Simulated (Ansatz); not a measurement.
**LaPtSi (I4_1md): the equilibrium volume**

At what volume is LaPtSi (I4_1md) free of pressure?

Program: Ansatz 0.2.0. Level of theory: DFT r²SCAN, scalar-relativistic, plane waves, PAW. These are calculated values, not measurements.

## 1. Starting point

Symmetry: I4_1md, No. 109, tetragonal system. Conventional cell: a = 4.284 Å, b = 4.284 Å, c = 14.660 Å, α = 90.00°, β = 90.00°, γ = 90.00°. La (site symmetry 2mm) is surrounded by 6 Pt at 3.20 to 3.29 Å and 6 Si at 3.25 to 3.28 Å. Pt (site symmetry 2mm) has 3 Si at 2.46 Å in its first shell of neighbours. Around Si (site symmetry 2mm) lie 3 Pt at 2.46 Å and 6 La at 3.25 to 3.28 Å.

Structure file:

```
CELL_PARAMETERS angstrom
-2.14196 2.14196 7.32991
2.14196 -2.14196 7.32991
2.14196 2.14196 -7.32991
ATOMIC_POSITIONS crystal
La 0.07996 0.07996 0.00000
La 0.82996 0.32996 0.50000
Pt 0.66741 0.66741 0.00000
Pt 0.41741 0.91741 0.50000
Si 0.49963 0.49963 0.00000
Si 0.24963 0.74963 0.50000
```

## 2. The first run (r²SCAN, 6×6×6 mesh)

The input, input.yaml:

```yaml
crystal:
  lattice:
    - [-2.14195504, 2.14195504, 7.3299094]
    - [2.14195504, -2.14195504, 7.3299094]
    - [2.14195504, 2.14195504, -7.3299094]
  atoms:
    - { symbol: La, position: [0.07996413, 0.07996413, 0.0] }
    - { symbol: La, position: [0.82996413, 0.32996413, 0.5] }
    - { symbol: Pt, position: [0.66740911, 0.66740911, 0.0] }
    - { symbol: Pt, position: [0.41740911, 0.91740911, 0.5] }
    - { symbol: Si, position: [0.49962576, 0.49962576, 0.0] }
    - { symbol: Si, position: [0.24962576, 0.74962576, 0.5] }
basis:
  ecutwfc: 500
kpoints:
  mp_grid: { grid: [6, 6, 6] }
hamiltonian:
  xc: r2scan
scf:
  occupations: { method: gaussian, width: 0.1 }
output:
  forces: true
  stress: true
  eigenvalues: true
```

On the command line:

```bash
$ ansatz run input.yaml --threads 8 --pin off --max-ram 14336MiB --backend cpu --events-out ev --progress --plain --runs-dir out
```

Log, shortened:

```text
Warning: RAYON_NUM_THREADS=8 ignored (pool sized by the plan → 8); use --threads N
[...]
Pseudopotentials: kind: paw
Pseudopotential: La, paw, valence charge 11, recommended cutoff 500 eV (meta_gga), La.paw.azcp
Pseudopotential: Pt, paw, valence charge 18, recommended cutoff 500 eV (meta_gga), Pt.paw.azcp
Pseudopotential: Si, paw, valence charge 4, recommended cutoff 500 eV (meta_gga), Si.paw.azcp
Functional definition: r2SCAN
[...]
Crystal: 6 atoms, lattice volume = 134.518 Å³
Basis set: ecut = 500 eV, 3387 PW (Γ), FFT grids on a1+a3, a2+a3, a3, exchange–correlation on 128×128×240 points (64 copies of the dense FFT grid, shifted against one another)
Bands: 40, of which v1, the nominal top of the filled ones, is band 33 counted from 1 (32 counted from 0)
Symmetry: 8 space group operations
Space group: I41md (ITA 109), of the structure as read, at distance tolerance 5.1e-5 Å
k-points: 30 of 216 (time reversal used)
[...]
SCF iter   1: F=—  HF=-38888.550112 eV  |F-HF|=—  |Δ(HF+E_count)|=         —  Δρ=1.51e-2  dr2=6.11e-1  dr2_τ=8.75e-2  ethr=1.77e-3  ⟨swp⟩=6.9  Hψ=5099  notcnv=0
[...]
SCF iter   8: F=-38888.571685 eV  HF=-38888.571685 eV  |F-HF|=3.55e-8  |Δ(HF+E_count)|=   6.30e-8  Δρ=5.97e-6  dr2=6.84e-8  dr2_τ=2.34e-9  ethr=1.52e-10  ⟨swp⟩=16.5  Hψ=6430  notcnv=0
[...]
SCF converged after 8 iterations
Free energy (F): -38888.571685 eV
[...]
E sigma→0 (E₀):  -38888.563477 eV
Entropy (-TS):   -0.016416 eV (-2.736 meV/atom)
Fermi energy:    13.288163 eV
[...]
--- Forces (eV/Å), atoms counted from 1 ---
  atom   1  La    -0.00000000    -0.00000000    -0.03615233
  atom   2  La    -0.00000000     0.00000000    -0.03615233
  atom   3  Pt    -0.00000000    -0.00000000     0.01367458
  atom   4  Pt     0.00000000     0.00000000     0.01367458
  atom   5  Si    -0.00000000     0.00000000     0.02248957
  atom   6  Si    -0.00000000    -0.00000000     0.02248957
[...]
--- Stress (GPa, compression-positive) ---
       -0.940974       0.000000      -0.000000
        0.000000      -0.940974      -0.000000
       -0.000000      -0.000000      -1.139990
  P = ⅓ Tr σ = -1.0073 GPa (-10.073 kbar)
--- Band table (eV; the first three rows and the last of 30) ---
[...]
```

It took 2.5 s on 8 threads of Intel Xeon 6975P-C (Granite Rapids), shared host; peak memory 0.87 GiB.

In short: volume 22.420 Å³/atom, pressure -1.01 GPa, no gap.

## 3. Full relaxation

Edit input.yaml of step 2 so:

```diff
@@ -15,3 +15,3 @@
 kpoints:
-  mp_grid: { grid: [6, 6, 6] }
+  mp_grid: { grid: [10, 10, 10] }
 hamiltonian:
@@ -19,3 +19,3 @@
 scf:
-  occupations: { method: gaussian, width: 0.1 }
+  occupations: { method: gaussian, width: 0.05 }
 output:
@@ -24 +24,10 @@
   eigenvalues: true
+  write_density: true
+  write_potential: true
+  elf: true
+  volumetric_format: npy
+relax:
+  adjacent_minimum: "off"
+  f_tol: 0.005
+  max_steps: 80
+  cell: { stress_tol: 0.05 }
```

On the command line:

```bash
$ ansatz run input.yaml --threads 8 --pin off --max-ram 14336MiB --backend cpu --events-out ev --progress --plain --runs-dir out
```

Log, shortened:

```text
Warning: RAYON_NUM_THREADS=8 ignored (pool sized by the plan → 8); use --threads N
[...]
Pseudopotentials: kind: paw
Pseudopotential: La, paw, valence charge 11, recommended cutoff 500 eV (meta_gga), La.paw.azcp
Pseudopotential: Pt, paw, valence charge 18, recommended cutoff 500 eV (meta_gga), Pt.paw.azcp
Pseudopotential: Si, paw, valence charge 4, recommended cutoff 500 eV (meta_gga), Si.paw.azcp
Functional definition: r2SCAN
[...]
Crystal: 6 atoms, lattice volume = 134.518 Å³
Basis set: ecut = 500 eV, 3387 PW (Γ), FFT grids on a1−a2, a2, a1+a3, exchange–correlation on 180×240×128 points (64 copies of the dense FFT grid, shifted against one another)
Bands: 40, of which v1, the nominal top of the filled ones, is band 33 counted from 1 (32 counted from 0)
Symmetry: 8 space group operations
Space group: I41md (ITA 109), of the structure as read, at distance tolerance 5.1e-5 Å
k-points: 102 of 1000 (time reversal used)
[...]
  P = ⅓ Tr σ = -0.0074 GPa (-0.074 kbar)
--- Band table (eV; the first three rows and the last of 102) ---
[...]
--- Relaxed structure (3 steps of the walk, 3 accepted, 1 SCFs on fresh bases) ---
  F+E_penalty+E_count = -38888.55483334 eV   max|allowed force component| = 1.826e-3 eV/Å   (the final SCF, on the basis selected at the relaxed cell)
  cell:  # Å, volume = 133.4170 Å³
    - [-2.1376213992050648, 2.1376213992050648, 7.29944219950496]
    - [2.1376213992050648, -2.1376213992050648, 7.29944219950496]
    - [2.1376213992050648, 2.1376213992050648, -7.29944219950496]
  atoms:
    - { symbol: La, position: [0.07951381231791838, 0.07951381231791838, -5.655230169283032e-19] }
    - { symbol: La, position: [0.8295138123179184, 0.3295138123179184, 0.5] }
    - { symbol: Pt, position: [0.6677316692971466, 0.6677316692971466, -2.0203347870773746e-18] }
    - { symbol: Pt, position: [0.41773166929714656, 0.9177316692971466, 0.5] }
    - { symbol: Si, position: [0.49975351838493487, 0.49975351838493487, -1.5876551021249681e-18] }
    - { symbol: Si, position: [0.24975351838493495, 0.749753518384935, 0.5] }
```

Run time: 30 s. Hardware: 8 threads of Intel Xeon 6975P-C (Granite Rapids), shared host; peak memory 1.4 GiB.

How the relaxation went:

```
step  energy from step 1 (meV/atom)  largest force component (eV/Å)  pressure (GPa)  volume (Å³/atom)
   1                            0.0                           0.037           -0.97            22.420
   2                           -0.4                           0.016            0.74            22.092
   3                           -0.7                           0.002           -0.01            22.236
   4                           -0.7                           0.002           -0.01            22.236
```

Step 1 is the start. Step 4 repeats the geometry before it on a plane-wave basis chosen anew for the final cell, which leaves the energy as it was.

This gives: volume 22.236 Å³/atom, pressure -0.01 GPa, metallic.

## 4. The cell, before and after

How the cell compares, before and after:

| cell as typed | before | after | change |
| --- | --- | --- | --- |
| a (Å) | 7.931 | 7.901 | -0.4 % |
| b (Å) | 7.931 | 7.901 | -0.4 % |
| c (Å) | 7.931 | 7.901 | -0.4 % |
| α (°) | 148.66 | 148.60 | -0.06° |
| β (°) | 148.66 | 148.60 | -0.06° |
| γ (°) | 44.91 | 44.99 | +0.09° |
| volume (Å³/atom) | 22.420 | 22.236 | -0.8 % |
| shortest distance (Å) | 2.458 | 2.450 | -0.3 % |
| space group | I4_1md | I4_1md | same |

## 5. What came out

| quantity | value |
| --- | --- |
| volume | 22.236 Å³/atom |
| pressure | -0.01 GPa |
| conventional cell | a = 4.275 Å, b = 4.275 Å, c = 14.599 Å, α = 90.00°, β = 90.00°, γ = 90.00° |
| gap on the mesh | none (metal) |

In words: Over the 2 runs shown the cell moved from 22.42 to 22.24 Å³/atom, a change of -0.8 %, where the pressure is zero within 0.01 GPa. Spin–orbit coupling is left out, though the cell holds Pt; in elements this heavy it can shift levels and gaps by tenths of an eV.
